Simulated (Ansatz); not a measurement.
# H6N3OTa: small, medium and large basis sets

How large a basis does H6N3OTa need? Two functionals are run in growing sets.

Program: Ansatz 0.2.0, Gaussian basis. Level of theory: one geometry, several basis sets. These are calculated values, not measurements.

The runs, in order: PBE0-D4/def2-SVP; ωB97M-V/def2-SVP; PBE0-D4/def2-QZVPP; ωB97M-V/def2-QZVPP; the functionals' def2-TZVPP values are taken from earlier runs.

## (1) The relaxed structure

All runs share one geometry, relaxed beforehand with PBE0-D4 in a triple-zeta def2 set. Ta takes the def2 core potential; no spin-orbit term is included.

11 atoms, charge 0, spin multiplicity 1.

Atoms are counted from 1 here; the program's logs count them from 0.

Bond lengths: N1–Ta2 1.770 Å, N1–H6 1.005 Å, Ta2–N3 1.993 Å, Ta2–N4 1.993 Å, Ta2–O5 1.921 Å, N3–H7 1.007 Å, N3–H8 1.010 Å, N4–H9 1.010 Å, N4–H10 1.007 Å, O5–H11 0.955 Å. Angles: Ta2–N1–H6 174.0°, N1–Ta2–N3 106.0°, N1–Ta2–N4 106.0°, N1–Ta2–O5 115.0°, N3–Ta2–N4 112.4°, N3–Ta2–O5 108.7°, N4–Ta2–O5 108.7°, Ta2–N3–H7 125.3°, Ta2–N3–H8 124.6°, H7–N3–H8 110.0°, Ta2–N4–H9 124.6°, Ta2–N4–H10 125.3°, H9–N4–H10 110.0°, Ta2–O5–H11 134.2°.

## (2) PBE0-D4 in def2-SVP

in.yaml

```yaml
crystal:
  periodic: [false, false, false]
  atoms:
    - {symbol: N, position_ang: [-1.632431, 0.258988, -0.809712]}
    - {symbol: Ta, position_ang: [-0.016439, -0.125548, -0.199474]}
    - {symbol: N, position_ang: [-0.288941, -0.962138, 1.588818]}
    - {symbol: N, position_ang: [0.955997, 1.610460, -0.086720]}
    - {symbol: O, position_ang: [0.999432, -1.331658, -1.296686]}
    - {symbol: H, position_ang: [-2.528506, 0.413755, -1.237952]}
    - {symbol: H, position_ang: [-1.175827, -1.060856, 2.056059]}
    - {symbol: H, position_ang: [0.453847, -1.303184, 2.182050]}
    - {symbol: H, position_ang: [1.913693, 1.713025, 0.217047]}
    - {symbol: H, position_ang: [0.554818, 2.515448, -0.272939]}
    - {symbol: H, position_ang: [0.829959, -1.785291, -2.119791]}
basis:
  gaussian: {orbitals: def2-SVP}
hamiltonian: {xc: pbe0, dispersion: d4}
output: {orbitals: {seedname: orbitals}}
```

Further steps of the session: ωB97M-V in def2-SVP; PBE0-D4 in def2-QZVPP; ωB97M-V in def2-QZVPP.

**Question.** What will the summary of the whole plan be? Wanted: PBE0-D4: double and triple zeta above quadruple; ωB97M-V: double and triple zeta above quadruple.

**Answer**, as computed:

| quantity | value |
| --- | --- |
| PBE0-D4: double and triple zeta above quadruple | 8.98, 0.42 eV |
| ωB97M-V: double and triple zeta above quadruple | 9.25, 0.40 eV |

What this shows: PBE0-D4 gains 8.56 eV from double to triple zeta, then 0.42 eV more. Total energies overstate the basis error of differences, where much of it tends to cancel. The LUMO of ωB97M-V is positive and keeps falling with the basis (1.71 to 0.70 eV): an unbound level that the basis holds in place.
